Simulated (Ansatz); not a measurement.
# HfIn4SiO6 (Cm) in Ansatz: convergence with wavefunction cutoff

Aim: find how far wavefunction cutoff must go before the results for HfIn4SiO6 settle, at PBE. This setting moves, with any that are tied to it; all else stays.

Everything below comes from runs of Ansatz 0.2.0. Logs are shortened: lines on timing, memory, paths and dates and some standing lists are left out, and cuts for length are marked.

### Step 1. The crystal as given

It takes space group Cm (No. 8, monoclinic). Conventional cell: a = 6.461 Å, b = 11.155 Å, c = 6.494 Å, α = 90.00°, β = 103.71°, γ = 90.00°. Around Hf (site symmetry m) lie 4 O at 1.97 to 2.02 Å. In (site symmetry 1) is surrounded by 3 O at 2.38 to 2.46 Å. In (site symmetry 1) is surrounded by 3 O at 2.42 to 2.65 Å. Si (site symmetry m) has 4 O at 1.63 to 1.66 Å as nearest neighbours. Around O (site symmetry 1) lie 1 Si at 1.65 Å. O (site symmetry m) has 1 Si at 1.66 Å as nearest neighbours. O (site symmetry m) is surrounded by 1 Si at 1.63 Å. O (site symmetry 1) has 1 Hf at 1.97 Å as nearest neighbours.

The cell was built by a generator and needn't be a form met in nature.

### Step 2. With wavefunction cutoff 200 eV

Contents of input.yaml:

```yaml
crystal:
  lattice:
    - [3.23023, -5.57768, -0.0247]
    - [3.23023, 5.57768, -0.0247]
    - [-1.49068, 0.0, 6.3203]
  atoms:
    - { symbol: Hf, position: [0.10178, 0.10178, 0.00912] }
    - { symbol: In, position: [0.79222, 0.48204, 0.00818] }
    - { symbol: In, position: [0.48204, 0.79222, 0.00818] }
    - { symbol: In, position: [0.54472, 0.21983, 0.48398] }
    - { symbol: In, position: [0.21983, 0.54472, 0.48398] }
    - { symbol: Si, position: [0.85433, 0.85433, 0.44523] }
    - { symbol: O, position: [0.835, 0.58822, 0.38104] }
    - { symbol: O, position: [0.58822, 0.835, 0.38104] }
    - { symbol: O, position: [0.02899, 0.02899, 0.295] }
    - { symbol: O, position: [0.9792, 0.9792, 0.69555] }
    - { symbol: O, position: [0.42852, 0.14514, 0.07435] }
    - { symbol: O, position: [0.14514, 0.42852, 0.07435] }
hamiltonian:
  xc: pbe
  pseudopotentials: { kind: paw }
kpoints:
  mp_grid: { grid: [3, 3, 3] }
scf:
  occupations: { method: fermi_dirac, width: 0.05 }
output:
  forces: true
  stress: true
  eigenvalues: true
basis:
  ecutwfc: "200 eV"
```

Potentials or basis: Ansatz PAW.

On the command line:

```
$ ansatz run input.yaml --threads 8 --pin off --max-ram 20480MiB --backend cpu --events-out ev --progress --plain --runs-dir out
```

Wall time 1.4 s (8 threads of Intel Xeon Platinum 8375C at 2.90GHz (Ice Lake), shared host); peak memory 0.58 GiB.

Results:

- Free energy: -42084.1701 eV
- Pressure: -0.8 GPa
- Largest force: 1.342 eV/Å
- Band gap on the k mesh: 0.74 eV, indirect (least direct gap 1.04 eV)

### Step 3. With wavefunction cutoff 250 eV

Edit input.yaml of step 2 so:

```diff
@@ -30,2 +30,2 @@
 basis:
-  ecutwfc: "200 eV"
+  ecutwfc: "250 eV"
```

Potentials or basis: Ansatz PAW.

On the command line:

```
$ ansatz run input.yaml --threads 8 --pin off --max-ram 20480MiB --backend cpu --events-out ev --progress --plain --runs-dir out
```

Run time: 1.9 s. Hardware: 8 threads of Intel Xeon Platinum 8375C at 2.90GHz (Ice Lake), shared host; peak memory 0.65 GiB.

What came out:

```
Free energy            : -42143.9763 eV
Pressure               : 0.8 GPa
Largest force          : 0.376 eV/Å
Band gap on the k mesh : 0.66 eV, indirect (least direct gap 0.95 eV)
```

### Step 4. With wavefunction cutoff 300 eV

Edit input.yaml of step 3 so:

```diff
@@ -30,2 +30,2 @@
 basis:
-  ecutwfc: "250 eV"
+  ecutwfc: "300 eV"
```

On the command line:

```
$ ansatz run input.yaml --threads 8 --pin off --max-ram 20480MiB --backend cpu --events-out ev --progress --plain --runs-dir out
```

Wall time 1.9 s (8 threads of Intel Xeon Platinum 8375C at 2.90GHz (Ice Lake), shared host); peak memory 0.75 GiB.

Results:

- Free energy: -42156.7485 eV
- Pressure: 0.2 GPa
- Largest force: 0.149 eV/Å
- Band gap on the k mesh: 0.66 eV, indirect (least direct gap 0.95 eV)

### Step 5. With wavefunction cutoff 350 eV

Edit input.yaml of step 4 so:

```diff
@@ -30,2 +30,2 @@
 basis:
-  ecutwfc: "300 eV"
+  ecutwfc: "350 eV"
```

On the command line:

```
$ ansatz run input.yaml --threads 8 --pin off --max-ram 20480MiB --backend cpu --events-out ev --progress --plain --runs-dir out
```

It took 2.3 s on 8 threads of Intel Xeon Platinum 8375C at 2.90GHz (Ice Lake), shared host; peak memory 0.81 GiB.

What came out:

```
Free energy            : -42159.2240 eV
Pressure               : 0.0 GPa
Largest force          : 0.028 eV/Å
Band gap on the k mesh : 0.66 eV, indirect (least direct gap 0.95 eV)
```

### Step 6. With wavefunction cutoff 400 eV

Edit input.yaml of step 5 so:

```diff
@@ -30,2 +30,2 @@
 basis:
-  ecutwfc: "350 eV"
+  ecutwfc: "400 eV"
```

Potentials or basis: Ansatz PAW.

On the command line:

```
$ ansatz run input.yaml --threads 8 --pin off --max-ram 20480MiB --backend cpu --events-out ev --progress --plain --runs-dir out
```

Wall time 2.5 s (8 threads of Intel Xeon Platinum 8375C at 2.90GHz (Ice Lake), shared host); peak memory 0.95 GiB.

It converged, with:

```
Free energy            : -42159.6983 eV
Pressure               : 0.0 GPa
Largest force          : 0.010 eV/Å
Band gap on the k mesh : 0.66 eV, indirect (least direct gap 0.95 eV)
```

### Step 7. With wavefunction cutoff 450 eV

Edit input.yaml of step 6 so:

```diff
@@ -30,2 +30,2 @@
 basis:
-  ecutwfc: "400 eV"
+  ecutwfc: "450 eV"
```

On the command line:

```
$ ansatz run input.yaml --threads 8 --pin off --max-ram 20480MiB --backend cpu --events-out ev --progress --plain --runs-dir out
```

Run time: 2.8 s. Hardware: 8 threads of Intel Xeon Platinum 8375C at 2.90GHz (Ice Lake), shared host; peak memory 1.1 GiB.

Results (log left out):

- Free energy: -42159.7784 eV
- Pressure: 0.0 GPa
- Largest force: 0.010 eV/Å
- Band gap on the k mesh: 0.66 eV, indirect (least direct gap 0.95 eV)

### Step 8. With wavefunction cutoff 500 eV

Edit input.yaml of step 7 so:

```diff
@@ -30,2 +30,2 @@
 basis:
-  ecutwfc: "450 eV"
+  ecutwfc: "500 eV"
```

On the command line:

```
$ ansatz run input.yaml --threads 8 --pin off --max-ram 20480MiB --backend cpu --events-out ev --progress --plain --runs-dir out
```

Run time: 3.1 s. Hardware: 8 threads of Intel Xeon Platinum 8375C at 2.90GHz (Ice Lake), shared host; peak memory 1.2 GiB.

Results (log left out):

| Property | Result |
| --- | --- |
| Free energy | -42159.7869 eV |
| Pressure | 0.0 GPa |
| Largest force | 0.009 eV/Å |
| Band gap on the k mesh | 0.66 eV, indirect (least direct gap 0.95 eV) |

### Step 9. With wavefunction cutoff 600 eV

Edit input.yaml of step 8 so:

```diff
@@ -30,2 +30,2 @@
 basis:
-  ecutwfc: "500 eV"
+  ecutwfc: "600 eV"
```

Potentials or basis: Ansatz PAW.

On the command line:

```
$ ansatz run input.yaml --threads 8 --pin off --max-ram 20480MiB --backend cpu --events-out ev --progress --plain --runs-dir out
```

Run time: 4.7 s. Hardware: 8 threads of Intel Xeon Platinum 8375C at 2.90GHz (Ice Lake), shared host; peak memory 1.4 GiB.

Results (log left out):

- Free energy: -42159.7914 eV
- Pressure: 0.0 GPa
- Largest force: 0.010 eV/Å
- Band gap on the k mesh: 0.66 eV, indirect (least direct gap 0.95 eV)

### Step 10. With wavefunction cutoff 800 eV

Edit input.yaml of step 9 so:

```diff
@@ -30,2 +30,2 @@
 basis:
-  ecutwfc: "600 eV"
+  ecutwfc: "800 eV"
```

Potentials or basis: Ansatz PAW.

On the command line:

```
$ ansatz run input.yaml --threads 8 --pin off --max-ram 20480MiB --backend cpu --events-out ev --progress --plain --runs-dir out
```

The program printed:

```text
Warning: RAYON_NUM_THREADS=8 ignored (pool sized by the plan → 8); use --threads N
Engine: ansatz 0.2.0, x86_64-unknown-linux-gnu
Pseudopotentials: kind: paw
Pseudopotential: Hf, paw, valence charge 26, recommended cutoff 420 eV (normal), Hf.paw.azcp
Pseudopotential: In, paw, valence charge 13, recommended cutoff 420 eV (normal), In.paw.azcp
Pseudopotential: Si, paw, valence charge 4, recommended cutoff 420 eV (normal), Si.paw.azcp
Pseudopotential: O, paw, valence charge 6, recommended cutoff 420 eV (normal), O.paw.azcp
Functional definition: PBE
  parameter kappa = 0.804
  parameter beta = 0.06672455060314922
  exchange = pbe_x(kappa = kappa, mu = beta*pi^2/3)
  correlation = pbe_c(beta = beta)
Crystal: 12 atoms, lattice volume = 227.337 Å³
Basis set: ecut = 800 eV, 11685 PW (Γ), exchange–correlation on 120×120×120 points (8 copies of the dense FFT grid, shifted against one another)
Bands: 71, of which v1, the nominal top of the filled ones, is band 59 counted from 1 (58 counted from 0)
Symmetry: 2 space group operations
Space group: Cm (ITA 8), of the structure as read, at distance tolerance 6.1e-5 Å
k-points: 10 of 27 (time reversal used)
Non-local potential: Hf, projectors of the file, l = 0: 3, l = 1: 2, l = 2: 2, l = 3: 3
Non-local potential: In, projectors of the file, l = 0: 2, l = 1: 2, l = 2: 2, l = 3: 2
Non-local potential: Si, projectors of the file, l = 0: 2, l = 1: 2, l = 2: 2
Non-local potential: O, projectors of the file, l = 0: 2, l = 1: 2, l = 2: 1
PAW form: soft (Blöchl's): semilocal exchange-correlation on the pseudo side does not see the compensation charge
PAW one-centre angular grid: Hf, 590 points (default); XC on 64 Gauss nodes
PAW one-centre angular grid: In, 590 points (default); XC on 64 Gauss nodes
PAW one-centre angular grid: Si, 110 points (default); XC on 64 Gauss nodes
PAW one-centre angular grid: O, 110 points (default); XC on 64 Gauss nodes
[... 16 lines left out ...]
SCF converged after 9 iterations
Free energy (F): -42159.795124 eV
Harris-Foulkes:  -42159.795124 eV  (|F-HF|=1.35e-8)
Internal energy: -42159.794899 eV  (E = F + TS)
E sigma→0 (E₀):  -42159.795012 eV
Entropy (-TS):   -0.000224 eV (-0.019 meV/atom)
Fermi energy:    8.001022 eV
--- Per-component energies (eV) ---
  E_band       = -531.230369
  E_kinetic    = 2478.055894
  E_local      = -15532.968227  (includes V_loc(G=0)·N_el)
  E_nonlocal   = 535.846353
  E_hartree    = 6623.615813
  E_xc         = -1661.522064
  E_vxc        = -1276.104428  (∫ρ·V_xc dr)
  E_paw        = -24994.096741  (= ΣΔE_a)
  E_vpaw       = 16.713109  (= ΣTr[D̂ρ^β])
  E_aug_tail   = 0.001000  (compensation charges beyond the density's cutoff)
  E_ewald      = -9608.726927
  E_smearing   = -0.000224  (= −TS)
  E_closure    = -0.000000  (closes the sum)
  Σ components = -42159.795124   (vs F -42159.795124, Δ=0.00e0)
--- Forces (eV/Å), atoms counted from 1 ---
  atom   1  Hf    -0.00805581     0.00000000    -0.00220581
  atom   2  In    -0.00429642     0.00433833     0.00810477
  atom   3  In    -0.00429642    -0.00433833     0.00810477
  atom   4  In     0.00051921    -0.00220773    -0.00365101
  atom   5  In     0.00051921     0.00220773    -0.00365101
  atom   6  Si    -0.00239072     0.00000000    -0.00532647
  atom   7  O     -0.00228833    -0.00116751    -0.00347128
  atom   8  O     -0.00228833     0.00116751    -0.00347128
  atom   9  O      0.00515291     0.00000000    -0.00204137
  atom  10  O      0.00153882     0.00000000     0.00613293
  atom  11  O      0.00795090    -0.00163059     0.00076794
  atom  12  O      0.00795090     0.00163059     0.00076794
  max |Σ_I F_I| component: 6.01e-5 eV/Å
--- Stress (GPa, compression-positive) ---
       -0.009289       0.000000      -0.009023
        0.000000      -0.037066       0.000000
       -0.009024       0.000000       0.003314
  P = ⅓ Tr σ = -0.0143 GPa (-0.143 kbar)
--- Band table (eV; the first three rows and the last of 10) ---
  k-point 0: bands = ["-54.4443", "-23.3354", "-23.3181", "-23.2985", "-12.3806", "-11.0361", "-10.9252", "-10.8833", "-10.3860", "-10.1594", "-6.3655", "-6.3352", "-6.3201", "-6.3059", "-6.2953", "-6.2903", "-6.2764", "-6.2653", "-6.2388", "-6.2337", "-6.2297", "-6.2259", "-6.2124", "-6.2101", "-6.2023", "-6.1743", "-6.1739", "-6.1018", "-6.0678", "-6.0624", "-4.3585", "-4.3557", "-4.3402", "-4.3204", "-4.3130", "-4.2888", "-4.2826", "-0.7753", "1.1728", "1.5568", "1.7259", "2.4234", "2.6588", "2.7743", "2.8547", "3.2318", "3.3003", "3.3884", "3.6252", "3.8384", "3.9698", "3.9987", "4.1805", "4.4256", "4.8539", "5.0260", "6.6517", "6.7352", "7.3567", "9.4255", "9.6984", "9.9015", "10.6476", "10.7245", "10.9312", "11.8891", "11.9894", "12.4190", "12.7590", "13.1577"]
  k-point 1: bands = ["-54.4442", "-23.3354", "-23.3181", "-23.2991", "-12.2575", "-11.2304", "-10.9245", "-10.8717", "-10.3622", "-10.1582", "-6.3586", "-6.3150", "-6.3100", "-6.3056", "-6.3005", "-6.2797", "-6.2723", "-6.2715", "-6.2616", "-6.2388", "-6.2312", "-6.2311", "-6.2196", "-6.2115", "-6.1686", "-6.1616", "-6.1544", "-6.1121", "-6.1118", "-6.0836", "-4.3585", "-4.3532", "-4.3388", "-4.3199", "-4.3130", "-4.2947", "-4.2825", "-0.3411", "0.8316", "1.5095", "1.7221", "1.9889", "2.4841", "2.7942", "2.8640", "3.2607", "3.4357", "3.4578", "3.6914", "3.7290", "4.0571", "4.0670", "4.6075", "4.7329", "4.8839", "5.2121", "6.0871", "6.6496", "7.6349", "9.2563", "9.7961", "9.8133", "10.4777", "10.5830", "11.1862", "11.5532", "11.7705", "12.3019", "12.3428", "12.8842"]
  k-point 2: bands = ["-54.4443", "-23.3355", "-23.3182", "-23.2985", "-12.3662", "-11.0610", "-10.9335", "-10.8847", "-10.3529", "-10.1656", "-6.3581", "-6.3289", "-6.3203", "-6.3029", "-6.2979", "-6.2902", "-6.2685", "-6.2612", "-6.2546", "-6.2374", "-6.2326", "-6.2277", "-6.2206", "-6.2024", "-6.1951", "-6.1868", "-6.1664", "-6.1393", "-6.0673", "-6.0554", "-4.3581", "-4.3548", "-4.3407", "-4.3208", "-4.3135", "-4.2894", "-4.2828", "-0.7099", "1.2929", "1.4377", "1.7141", "2.1048", "2.3121", "2.5734", "3.0617", "3.1824", "3.4121", "3.5784", "3.6764", "3.8604", "3.9482", "4.0770", "4.5589", "4.6713", "4.9843", "5.2252", "6.0552", "6.6459", "7.5501", "9.4808", "9.7097", "10.0575", "10.3417", "10.8982", "11.1103", "11.6105", "12.0140", "12.2606", "12.4461", "12.6537"]
  k-point 9: bands = ["-54.4443", "-23.3354", "-23.3183", "-23.2991", "-12.2475", "-11.2310", "-10.9436", "-10.8621", "-10.3472", "-10.1674", "-6.3636", "-6.3400", "-6.3056", "-6.2967", "-6.2944", "-6.2799", "-6.2737", "-6.2576", "-6.2502", "-6.2407", "-6.2341", "-6.2211", "-6.2104", "-6.1970", "-6.1870", "-6.1665", "-6.1557", "-6.1477", "-6.1098", "-6.0862", "-4.3580", "-4.3518", "-4.3387", "-4.3192", "-4.3142", "-4.2918", "-4.2828", "-0.2471", "0.8962", "1.5343", "1.7371", "1.8898", "2.1930", "2.3405", "2.5313", "3.0928", "3.4795", "3.6675", "3.8172", "4.0922", "4.2342", "4.2746", "4.6646", "4.8415", "5.0610", "5.4320", "6.0900", "6.4675", "7.2577", "9.3437", "9.9422", "10.1793", "10.3327", "10.6798", "11.4491", "11.6114", "11.9058", "12.0815", "12.3648", "12.9035"]
```

Wall time 6 s (8 threads of Intel Xeon Platinum 8375C at 2.90GHz (Ice Lake), shared host); peak memory 1.9 GiB.

Results:

| Property | Result |
| --- | --- |
| Free energy | -42159.7951 eV |
| Pressure | 0.0 GPa |
| Largest force | 0.010 eV/Å |
| Band gap on the k mesh | 0.66 eV, indirect (least direct gap 0.95 eV) |

### Step 11. Result

```tsv
wavefunction cutoff	energy less the tightest run, at zero smearing (meV/atom)	pressure (GPa)	largest force (eV/Å)	gap on the mesh (eV)	SCF cycles	CPU time (s)	peak memory (GiB)
200 eV	6302.08	-0.84	1.342	0.745	11	8.6	0.58
250 eV	1318.23	0.81	0.376	0.660	11	12	0.65
300 eV	253.89	0.17	0.149	0.656	10	12	0.75
350 eV	47.60	0.00	0.028	0.658	9	14	0.81
400 eV	8.07	-0.01	0.010	0.660	9	16	0.95
450 eV	1.40	-0.01	0.010	0.660	9	19	1.1
500 eV	0.69	-0.01	0.009	0.660	9	21	1.2
600 eV	0.31	-0.01	0.010	0.660	9	30	1.4
800 eV	0.00	-0.01	0.010	0.660	9	42	1.9
```

Against the tightest run, the energy stays within 1 meV/atom from 500 eV on; the pressure stays within 0.1 GPa from 350 eV on; the largest force stays within 0.005 eV/Å from 400 eV on; the gap on the mesh stays within 0.01 eV from 250 eV on. The tightest run that finished is the yardstick and may itself not be fully converged.

Caveats: odd divisions of the mesh miss points on the zone boundary, where band edges often lie, so the gap on the mesh can be too wide; spin-orbit coupling is left out, which moves the levels of the heavy elements.
